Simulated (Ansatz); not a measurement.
# Mg5Se: the cost of one run

Computed with Ansatz 0.2.0 (DFT PBE, scalar-relativistic, plane waves, PAW, unless a step's input says otherwise).

## (1) The system as given

Symmetry: I4/mmm, No. 139, tetragonal system. The conventional cell has a = 6.329 Å, b = 6.329 Å, c = 6.329 Å, α = 90.00°, β = 90.00°, γ = 90.00°. Mg (site symmetry m2m) is surrounded by 2 Mg at 1.95 to 2.19 Å. Around Mg (site symmetry 4/mmm) lie 4 Mg at 2.19 Å and 2 Se at 3.16 Å. Se (site symmetry 4/mmm) is surrounded by 10 Mg at 3.16 to 3.31 Å.

Coordinates:

```
Mg Se
1.0
    -3.16471    3.16471    3.16429
     3.16471   -3.16471    3.16429
     3.16471    3.16471   -3.16429
Mg Se
5 1
Direct
  0.50000 0.84631 0.34631
  0.50000 0.15369 0.65369
  0.84631 0.50000 0.34631
  0.15369 0.50000 0.65369
  0.50000 0.50000 0.00000
  0.00000 0.00000 0.00000
```

A structure generator made this guess: random cell by space group and Wyckoff sites (I4/mmm, No. 139). Lengths come from tabulated atomic sizes and are only a guess.

## (2) The guess as it stands, on a coarse mesh

input.yaml

```yaml
crystal:
  lattice:
    - [-3.16471411, 3.16471411, 3.1642859]
    - [3.16471411, -3.16471411, 3.1642859]
    - [3.16471411, 3.16471411, -3.1642859]
  atoms:
    - { symbol: Mg, position: [0.5, 0.84631369, 0.34631369] }
    - { symbol: Mg, position: [0.5, 0.15368631, 0.65368631] }
    - { symbol: Mg, position: [0.84631369, 0.5, 0.34631369] }
    - { symbol: Mg, position: [0.15368631, 0.5, 0.65368631] }
    - { symbol: Mg, position: [0.5, 0.5, 0.0] }
    - { symbol: Se, position: [0.0, 0.0, 0.0] }
basis:
  ecutwfc: 420
kpoints:
  mp_grid: { grid: [4, 4, 4] }
hamiltonian:
  xc: pbe
scf:
  occupations: { method: gaussian, width: 0.1 }
  lower_state_search: "off"
output:
  forces: true
  stress: true
  eigenvalues: true
```

Launch:

```bash
$ ansatz run input.yaml --threads 1 --pin off --max-ram 2560MiB --backend cpu --events-out ev --progress --plain --runs-dir out
```

What time and memory should one allow on 1 thread of AMD EPYC (Zen 3), shared host?

About 4.8 s, with a peak of 0.4 GiB.
